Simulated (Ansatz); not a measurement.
# GeHOSi: the cost of one run

The runs use Ansatz 0.2.0, Gaussian basis; the settings change from run to run.

20 further runs of the same task are left out: 8 that didn't finish, 12 set aside as unsound or not needed. Runs told in other sessions of the task aren't counted.

## 1. The system

The geometry is a PBE0/def2-TZVP stationary point (not a proven minimum) with its atoms shifted at random (size 0.100 Å). No spin-orbit coupling is included. The filled d shell of Ge may be among the frozen orbitals whatever the setting's name suggests.

4 atoms, charge 0, spin multiplicity 2.

Atoms are counted from 1 here; the program's logs count them from 0.

Bond lengths: O1–Ge2 2.105 Å, O1–Si3 1.790 Å, O1–H4 1.027 Å, Ge2–Si3 2.335 Å. Angles: Ge2–O1–Si3 73.1°, Ge2–O1–H4 124.9°, Si3–O1–H4 121.4°, O1–Ge2–Si3 47.2°, O1–Si3–Ge2 59.7°.

Coordinates:

```xyz
4
charge 0, multiplicity 2
O     0.21654   -1.13708    0.91350
Ge   -0.05024    0.06546   -0.79392
Si    0.02174    0.54602    1.48946
H    -0.42264   -1.88275    1.21322
```

## 2. BCCD on ROHF/cc-pVDZ

Input file in.yaml:

```yaml
crystal:
  periodic: [false, false, false]
  atoms:
    - {symbol: O, position_ang: [0.216538, -1.137081, 0.913502]}
    - {symbol: Ge, position_ang: [-0.050235, 0.065459, -0.793922]}
    - {symbol: Si, position_ang: [0.021741, 0.546024, 1.489457]}
    - {symbol: H, position_ang: [-0.422641, -1.882748, 1.213220]}
basis:
  gaussian: {orbitals: cc-pVDZ}
magnetization: {spin_polarized: false, initial_magnetization: 1}
correlation: {method: bccd, electrons: outside_noble_gas}
output: {forces: true}
```

Launch:

```sh
> ansatz run in.yaml --threads 1 --pin off --events-out ev --progress --plain --max-ram 2393MiB
```

Q: Estimate wall time and peak memory on 1 thread of Arm Neoverse V1, shared host.

About 27 s, with a peak of 0.27 GiB.
